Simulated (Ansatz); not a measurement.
**Nudged elastic band run: TiAl30**

input.yaml

```yaml
crystal:
  lattice:
    - [8.1, 0.0, 0.0]
    - [0.0, 8.1, 0.0]
    - [0.0, 0.0, 8.1]
  atoms:
    - { symbol: Ti, position: [0.49469435, 0.00504121, 1.84e-05] }
    - { symbol: Al, position: [0.74627673, 0.24928538, -0.0001988] }
    - { symbol: Al, position: [0.74697381, -0.00405445, 0.24615111] }
    - { symbol: Al, position: [-0.00844144, -0.00515215, -0.00017579] }
    - { symbol: Al, position: [0.24723129, 0.2526283, 4.373e-05] }
    - { symbol: Al, position: [0.50522594, 0.50802678, -4.321e-05] }
    - { symbol: Al, position: [0.24989253, 0.00092866, 0.25082283] }
    - { symbol: Al, position: [0.49901698, 0.24985397, 0.25084719] }
    - { symbol: Al, position: [0.75238744, 0.50139394, 0.24970484] }
    - { symbol: Al, position: [0.50025214, -0.0004873, 0.49998702] }
    - { symbol: Al, position: [0.74856827, 0.24850079, 0.49985128] }
    - { symbol: Al, position: [0.74678296, -0.00422458, 0.75354949] }
    - { symbol: Al, position: [-0.00322801, 0.50283766, 8.321e-05] }
    - { symbol: Al, position: [0.25059904, 0.753381, -0.00028498] }
    - { symbol: Al, position: [-0.00118528, 0.2487262, 0.24982743] }
    - { symbol: Al, position: [0.25113389, 0.50099969, 0.24966919] }
    - { symbol: Al, position: [0.50409024, 0.7528944, 0.2460244] }
    - { symbol: Al, position: [-0.00272768, 0.00026818, 0.50012963] }
    - { symbol: Al, position: [0.24985621, 0.2501264, 0.49991052] }
    - { symbol: Al, position: [0.49961774, 0.50267322, 0.49998357] }
    - { symbol: Al, position: [0.75011245, 0.74974308, 0.4998703] }
    - { symbol: Al, position: [0.25002946, 0.00081013, 0.74901928] }
    - { symbol: Al, position: [0.49882396, 0.24993972, 0.74903421] }
    - { symbol: Al, position: [0.75260092, 0.50114696, 0.75000434] }
    - { symbol: Al, position: [-0.00172028, 0.74745292, 0.24951325] }
    - { symbol: Al, position: [0.00230045, 0.49753353, 0.49975721] }
    - { symbol: Al, position: [0.25132131, 0.75105347, 0.49997184] }
    - { symbol: Al, position: [-0.00114938, 0.2488163, 0.74996582] }
    - { symbol: Al, position: [0.25101898, 0.50098803, 0.75002384] }
    - { symbol: Al, position: [0.50447434, 0.75275065, 0.75390745] }
    - { symbol: Al, position: [-0.00186435, 0.7471225, 0.75025283] }
basis:
  ecutwfc: 420.0
kpoints:
  mp_grid: { grid: [3, 3, 3] }
hamiltonian:
  xc: pbe
  pseudopotentials: { kind: paw, azcp: { folder: soft_1 } }
scf:
  occupations: { method: gaussian, width: 0.15 }
  lower_state_search: "off"
neb:
  images: 7
  f_tol: 0.05
  initial_path: idpp
  max_iterations: 26
  optimiser: lbfgs
  final_atoms:
    - { symbol: Ti, position: [0.75462471, -0.25462471, 0.0] }
    - { symbol: Al, position: [0.74460267, 0.24283044, 0.0] }
    - { symbol: Al, position: [0.74529647, -0.00243593, 0.24605457] }
    - { symbol: Al, position: [-0.0014056, -0.00276228, 0.0] }
    - { symbol: Al, position: [0.25260882, 0.24739118, 0.0] }
    - { symbol: Al, position: [0.50276228, 0.5014056, 0.0] }
    - { symbol: Al, position: [0.25126255, 0.00290445, 0.2494531] }
    - { symbol: Al, position: [0.49709555, 0.24873745, 0.2494531] }
    - { symbol: Al, position: [0.75042318, 0.50046843, 0.25098653] }
    - { symbol: Al, position: [0.49932636, 0.00067364, 0.5] }
    - { symbol: Al, position: [0.75002448, 0.2478881, 0.5] }
    - { symbol: Al, position: [0.74529647, -0.00243593, 0.75394543] }
    - { symbol: Al, position: [0.00222303, 0.49777697, 0.0] }
    - { symbol: Al, position: [0.25716956, 0.75539733, 0.0] }
    - { symbol: Al, position: [-0.00132427, 0.24937244, 0.24997745] }
    - { symbol: Al, position: [0.25062756, 0.50132427, 0.24997745] }
    - { symbol: Al, position: [0.50243593, 0.75470353, 0.24605457] }
    - { symbol: Al, position: [-0.00168251, -0.00072739, 0.5] }
    - { symbol: Al, position: [0.2473814, 0.2526186, 0.5] }
    - { symbol: Al, position: [0.50072739, 0.50168251, 0.5] }
    - { symbol: Al, position: [0.74914111, 0.75085889, 0.5] }
    - { symbol: Al, position: [0.25126255, 0.00290445, 0.7505469] }
    - { symbol: Al, position: [0.49709555, 0.24873745, 0.7505469] }
    - { symbol: Al, position: [0.75042318, 0.50046843, 0.74901347] }
    - { symbol: Al, position: [-0.00046843, 0.74957682, 0.25098653] }
    - { symbol: Al, position: [-0.00031269, 0.50031269, 0.5] }
    - { symbol: Al, position: [0.2521119, 0.74997552, 0.5] }
    - { symbol: Al, position: [-0.00132427, 0.24937244, 0.75002255] }
    - { symbol: Al, position: [0.25062756, 0.50132427, 0.75002255] }
    - { symbol: Al, position: [0.50243593, 0.75470353, 0.75394543] }
    - { symbol: Al, position: [-0.00046843, 0.74957682, 0.74901347] }
  order_check: true
```

Command:

```bash
$ ansatz run input.yaml --threads 4 --pin off --max-ram 10240MiB --backend cpu --events-out ev --progress --plain --runs-dir out
```

Output, in part (warnings, iteration lines):

```
NEB end point (image 0): max|allowed force component| = 7.518e-3 eV/Å (the criterion of neb.relax_end_points is 1.000e-2)
NEB end point (image 8): max|allowed force component| = 5.867e-3 eV/Å (the criterion of neb.relax_end_points is 1.000e-2)
NEB iter   1: max|band force component| = 1.678e0 eV/Å  barrier→ = 1.5714 eV  barrier← = 1.5714 eV  Δτ_max = 0.0281 Å  (76 SCF iters)
NEB iter   2: max|band force component| = 1.215e0 eV/Å  barrier→ = 1.4602 eV  barrier← = 1.4602 eV  Δτ_max = 0.1116 Å  (42 SCF iters)
NEB iter   3: max|band force component| = 2.739e-1 eV/Å  barrier→ = 1.1837 eV  barrier← = 1.1837 eV  CI = image 4  Δτ_max = 0.0039 Å  (48 SCF iters)
NEB iter   4: max|band force component| = 2.473e-1 eV/Å  barrier→ = 1.1752 eV  barrier← = 1.1751 eV  CI = image 4  Δτ_max = 0.0754 Å  (42 SCF iters)
NEB iter   5: max|band force component| = 1.997e-1 eV/Å  barrier→ = 1.1004 eV  barrier← = 1.1004 eV  CI = image 4  Δτ_max = 0.0555 Å  (42 SCF iters)
NEB iter   6: max|band force component| = 5.855e-1 eV/Å  barrier→ = 1.1133 eV  barrier← = 1.1133 eV  CI = image 4  Δτ_max = 0.0084 Å  (42 SCF iters)
NEB iter   7: max|band force component| = 4.572e-1 eV/Å  barrier→ = 1.1049 eV  barrier← = 1.1049 eV  CI = image 4  Δτ_max = 0.0331 Å  (42 SCF iters)
NEB iter   8: max|band force component| = 7.635e-2 eV/Å  barrier→ = 1.0905 eV  barrier← = 1.0905 eV  CI = image 4  Δτ_max = 0.0057 Å  (42 SCF iters)
NEB iter   9: max|band force component| = 3.971e-2 eV/Å  barrier→ = 1.0900 eV  barrier← = 1.0900 eV  CI = image 4  Δτ_max = 0.0122 Å  (42 SCF iters)
NEB iter  10: max|band force component| = 3.363e-2 eV/Å  barrier→ = 1.0886 eV  barrier← = 1.0886 eV  CI = image 4  Δτ_max = 0.0000 Å  (166 SCF iters)
```

The forces met the threshold. The band force fell under the threshold earlier too, but the program's further tests of the path sent the band on. By the program's own check the climbing image is a first-order saddle point (lowest curvatures found: -1.98 and 0.76 eV/Å²). Limits of this set-up: coarse k mesh.

Final band (atoms are numbered from 1 in the order of the input):

```json
{"image": "0", "path coordinate (Å)": "0.00", "energy (eV)": "0.00", "Ti1–Al2 (Å)": "2.84", "Ti1–Al5 (Å)": "2.84", "Ti1–Al7 (Å)": "2.84"}
{"image": "1", "path coordinate (Å)": "0.42", "energy (eV)": "0.14", "Ti1–Al2 (Å)": "2.84", "Ti1–Al5 (Å)": "3.06", "Ti1–Al7 (Å)": "2.93"}
{"image": "2", "path coordinate (Å)": "0.85", "energy (eV)": "0.53", "Ti1–Al2 (Å)": "2.87", "Ti1–Al5 (Å)": "3.48", "Ti1–Al7 (Å)": "3.13"}
{"image": "3", "path coordinate (Å)": "1.27", "energy (eV)": "0.93", "Ti1–Al2 (Å)": "2.95", "Ti1–Al5 (Å)": "3.91", "Ti1–Al7 (Å)": "3.41"}
{"image": "4", "path coordinate (Å)": "1.69", "energy (eV)": "1.09", "Ti1–Al2 (Å)": "3.09", "Ti1–Al5 (Å)": "4.33", "Ti1–Al7 (Å)": "3.72"}
{"image": "5", "path coordinate (Å)": "2.11", "energy (eV)": "0.93", "Ti1–Al2 (Å)": "3.25", "Ti1–Al5 (Å)": "4.71", "Ti1–Al7 (Å)": "4.07"}
{"image": "6", "path coordinate (Å)": "2.53", "energy (eV)": "0.53", "Ti1–Al2 (Å)": "3.48", "Ti1–Al5 (Å)": "5.10", "Ti1–Al7 (Å)": "4.42"}
{"image": "7", "path coordinate (Å)": "2.95", "energy (eV)": "0.14", "Ti1–Al2 (Å)": "3.74", "Ti1–Al5 (Å)": "5.47", "Ti1–Al7 (Å)": "4.75"}
{"image": "8", "path coordinate (Å)": "3.38", "energy (eV)": "0.00", "Ti1–Al2 (Å)": "4.03", "Ti1–Al5 (Å)": "5.70", "Ti1–Al7 (Å)": "4.96"}
```

The run took 26 min on 4 threads of Arm Neoverse V1, on a shared host, peak memory 4.6 GiB.
